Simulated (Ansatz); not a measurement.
# Zr (Zirconium): the cost of one run

Method: DFT PBEsol, scalar-relativistic, plane waves, PAW, in Ansatz 0.2.0.

That is the level of the relaxation; later steps name their own.

1 further run of the same task is left out (set aside as unsound or not needed).

## 1. The structure to begin with

The structure is hexagonal, space group P6_3/mmc (No. 194). The conventional cell has a = 3.183 Å, b = 3.183 Å, c = 5.118 Å, α = 90.00°, β = 90.00°, γ = 120.00°. Zr (site symmetry -6m2) has 12 Zr at 3.15 to 3.18 Å as nearest neighbours.

Coordinates:

```cif
data_structure
_symmetry_space_group_name_H-M 'P6_3/mmc'
_symmetry_Int_Tables_number 194
_cell_length_a 3.1834
_cell_length_b 3.1834
_cell_length_c 5.1176
_cell_angle_alpha 90.000
_cell_angle_beta 90.000
_cell_angle_gamma 120.000
_cell_volume 44.91
loop_
_atom_site_label
_atom_site_type_symbol
_atom_site_symmetry_multiplicity
_atom_site_Wyckoff_symbol
_atom_site_fract_x
_atom_site_fract_y
_atom_site_fract_z
_atom_site_occupancy
Zr1 Zr 2 c 0.33333 0.66667 0.25000 1
```

It is the result of an earlier relaxation at this level (volume 22.46 Å³/atom; gap on the mesh: none (metal)).

## 2. Levels with PBEsol

input.yaml

```yaml
crystal:
  lattice:
    - [3.1834312009, 0.0, 0.0]
    - [-1.5917156004, 2.7569322912, 0.0]
    - [0.0, 0.0, 5.117626506]
  atoms:
    - { symbol: Zr, position: [0.3333333333, 0.6666666667, 0.25] }
    - { symbol: Zr, position: [0.6666666667, 0.3333333333, 0.75] }
basis:
  ecutwfc: 420
kpoints:
  mp_grid: { grid: [15, 15, 8] }
  band_path:
    path:
      - [0.0, 0.0, 0.0]
      - [0.5, 0.0, 0.0]
      - [0.3333333333, 0.3333333333, 0.0]
      - [0.0, 0.0, 0.5]
      - [0.5, 0.0, 0.5]
      - [0.3333333333, 0.3333333333, 0.5]
      - [0.0, 0.06666667, 0.0]
      - [0.2, 0.4, 0.375]
    npoints: 1
hamiltonian:
  xc: pbesol
scf:
  occupations: { method: gaussian, width: 0.1 }
  n_extra_bands: 4
output:
  forces: true
  stress: true
  eigenvalues: true
  write_density: true
  write_potential: true
  elf: true
  volumetric_format: npy
```

The run is started by

```
$ ansatz run input.yaml --threads 1 --pin off --max-ram 2560MiB --backend cpu --events-out ev --progress --plain --runs-dir out
```

Q: Estimate wall time and peak memory on 1 thread of Intel Xeon at 2.70GHz, shared host.

About 9.5 s, with a peak of 0.4 GiB.
